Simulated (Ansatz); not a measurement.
# C₄H₆O₂S: how energies converge with the basis set

One table from this session's results is given with a row withheld; the runs are named, their logs left out.

Program: Ansatz 0.2.0, Gaussian basis. Level of theory: one geometry, several basis sets. These are calculated values, not measurements.

Plan: PBE0-D4/def2-SVP; ωB97M-V/def2-SVP; PBE0-D4/def2-QZVPP; ωB97M-V/def2-QZVPP; the functionals' def2-TZVPP values are taken from earlier runs.

## The geometry

An earlier PBE0-D4 in a triple-zeta def2 set relaxation fixed the geometry.

SMILES `O=S1(=O)CC=CC1`, 13 atoms, charge 0, spin multiplicity 1.

Atoms are counted from 1 here; the program's logs count them from 0.

Bond lengths: O1–S2 1.436 Å, S2–O3 1.437 Å, S2–C4 1.803 Å, S2–C7 1.803 Å, C4–C5 1.490 Å, C4–H8 1.093 Å, C4–H9 1.092 Å, C5–C6 1.329 Å, C5–H10 1.084 Å, C6–C7 1.490 Å, C6–H11 1.084 Å, C7–H12 1.092 Å, C7–H13 1.093 Å. Angles: O1–S2–O3 120.3°, O1–S2–C4 110.6°, O1–S2–C7 110.6°, O3–S2–C4 108.4°, O3–S2–C7 108.4°, C4–S2–C7 95.8°, S2–C4–C5 104.0°, S2–C4–H8 108.2°, S2–C4–H9 107.5°, C5–C4–H8 113.4°, C5–C4–H9 113.9°, H8–C4–H9 109.3°, C4–C5–C6 116.8°, C4–C5–H10 120.3°, C6–C5–H10 122.9°, C5–C6–C7 116.8°, C5–C6–H11 122.9°, C7–C6–H11 120.3° and more.

The first run:

in.yaml

```yaml
crystal:
  periodic: [false, false, false]
  atoms:
    - {symbol: O, position_ang: [0.213001, -2.258688, 0.921045]}
    - {symbol: S, position_ang: [0.012613, -0.838961, 0.999195]}
    - {symbol: O, position_ang: [-0.201890, -0.206041, 2.270860]}
    - {symbol: C, position_ang: [-1.300635, -0.320329, -0.122366]}
    - {symbol: C, position_ang: [-0.690777, 0.794798, -0.900534]}
    - {symbol: C, position_ang: [0.620008, 0.972662, -0.767699]}
    - {symbol: C, position_ang: [1.336780, 0.037247, 0.144550]}
    - {symbol: H, position_ang: [-1.582023, -1.177145, -0.739056]}
    - {symbol: H, position_ang: [-2.153769, -0.018782, 0.488712]}
    - {symbol: H, position_ang: [-1.308545, 1.420885, -1.533340]}
    - {symbol: H, position_ang: [1.162836, 1.756214, -1.282926]}
    - {symbol: H, position_ang: [1.942803, 0.536517, 0.903283]}
    - {symbol: H, position_ang: [1.949597, -0.698358, -0.381734]}
basis:
  gaussian: {orbitals: def2-SVP}
hamiltonian: {xc: pbe0, dispersion: d4}
output: {orbitals: {seedname: orbitals}}
```

Command:

```
> ansatz run in.yaml --threads 2 --pin off --events-out ev --progress --plain --max-ram 32768MiB --backend cpu
```

Among the steps run: PBE0-D4 in def2-SVP; ωB97M-V in def2-SVP; PBE0-D4 in def2-QZVPP; ωB97M-V in def2-QZVPP.

One table of the session follows, with a row left open; its other results are not shown here.

It belongs to the step «Density functionals: the series». 

```
functional       basis  HOMO (eV)  LUMO (eV)
   PBE0-D4    def2-SVP      -8.11      -0.37
   PBE0-D4  def2-TZVPP      -8.11      -0.47
   PBE0-D4  def2-QZVPP      -8.14      -0.52
   ωB97M-V    def2-SVP     -10.33       1.84
   ωB97M-V  def2-TZVPP          ?          ?
   ωB97M-V  def2-QZVPP     -10.39       1.56
```

Q: Estimate the row for ωB97M-V, def2-TZVPP from the others.

The run gave: HOMO (eV): -10.36; LUMO (eV): 1.65. In the column «HOMO (eV)» it lies between ωB97M-V, def2-QZVPP (-10.39) and ωB97M-V, def2-SVP (-10.33).
